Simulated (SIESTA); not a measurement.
Set up this calculation in SIESTA 5.4.2, as the native input.

```yaml
Task: relaxation of cell and atoms
Functional: PBEsol
Potentials_or_basis: PseudoDojo 0.4 standard (PBEsol files)
Basis: DZP (energy shift 0.003 Ry; two zetas on semicore shells)
Grid_cutoff: 800 Ry
Energy_shift: 0.003 Ry
k_mesh: 6 × 6 × 5
Occupations: fermi-dirac, width 0.05 eV
Spin: no spin polarisation
optimiser: Broyden
force_tolerance: 0.01 eV/Å
stress_tolerance_GPa: 0.05
```

NbTe:

```
Te Nb
1.0
     3.70297    0.00000    0.00000
    -1.85149    3.20687    0.00000
     0.00000    0.00000    3.69421
Te Nb
1 1
Cartesian
  1.8515 1.0690 0.0000
  0.0000 0.0000 1.8471
```

The cell comes from a database or a generator and needn't be the stable form of this composition.

One way to write it, as run:

NbTe.fdf

```
SystemName                      NbTe
SystemLabel                     NbTe
NumberOfSpecies                 2
NumberOfAtoms                   2
%block ChemicalSpeciesLabel
  1  52 Te
  2  41 Nb
%endblock ChemicalSpeciesLabel

LatticeConstant                 1.0 Ang
%block LatticeVectors
     3.7029743866     0.0000000000     0.0000000000
    -1.8514871933     3.2068698884     0.0000000000
     0.0000000000     0.0000000000     3.6942110000
%endblock LatticeVectors
AtomicCoordinatesFormat         Fractional
%block AtomicCoordinatesAndAtomicSpecies
     0.6666666667     0.3333333333     0.0000000000  1  Te
     0.0000000000     0.0000000000     0.5000000000  2  Nb
%endblock AtomicCoordinatesAndAtomicSpecies

%block kgrid.MonkhorstPack
    6   0   0  0.0
    0   6   0  0.0
    0   0   5  0.0
%endblock kgrid.MonkhorstPack
XC.Functional                   GGA
XC.Authors                      PBEsol
PAO.BasisSize                   DZP
PAO.EnergyShift                 0.003 Ry
Mesh.Cutoff                     800 Ry
OccupationFunction              FD
ElectronicTemperature           0.05 eV
MaxSCFIterations                120
SCF.MustConverge                false
SCF.Mixer.Method                Pulay
SCF.Mixer.Weight                0.25
SCF.Mixer.History               8
SCF.DM.Tolerance                5.0e-05
SCF.H.Tolerance                 1.0e-03 eV
WriteForces                     true
Charge.Mulliken                 end
MD.TypeOfRun                    Broyden
MD.Steps                        40
MD.MaxForceTol                  0.01 eV/Ang
MD.MaxDispl                     0.1 Ang
WriteCoorStep                   true
AtomCoorFormatOut               Fractional
MD.VariableCell                 true
MD.MaxStressTol                 0.05 GPa
%block PAO.Basis
  Te 4
  n=5 0 2
    5.613 0.000
  n=5 1 2
    7.253 0.000
  n=4 2 2
    3.260 0.000
  n=5 2 1
    7.253
  Nb 5
  n=4 0 2
    3.366 0.000
  n=5 0 2
    9.113 0.000
  n=4 1 2
    3.905 0.000
  n=5 1 1
    9.113
  n=4 2 2
    7.312 0.000
%endblock PAO.Basis
```

Potentials or basis: PseudoDojo 0.4 standard (PBEsol files), DZP (energy shift 0.003 Ry; two zetas on semicore shells).

Command:

```bash
$ siesta < NbTe.fdf > NbTe.out 2>&1
```

It gave:

| Quantity | Value |
| --- | --- |
| Relaxed volume | 21.49 Å³/atom |
| Relaxed cell | a = 3.662 Å, b = 3.662 Å, c = 3.702 Å, α = 90.00°, β = 90.00°, γ = 120.00° |
| Space group after relaxing (to 0.05 Å) | P-6m2 (No. 187) |
| Energy gained by relaxing | 4.1 meV/atom |
| Ionic steps | 8 |
| Pressure after relaxing | 0.0 GPa |
| Band gap on the k mesh | none (metal or under the smearing width) |

Caveat: the basis of atomic orbitals isn't converged, which shifts pressures, moduli and gaps.

Run time: 9.6 min on 1 thread of Intel(R) Xeon(R) Platinum 8175M CPU @ 2.50GHz (Skylake/Cascade Lake) (shared host), peak memory 0.46 GiB.
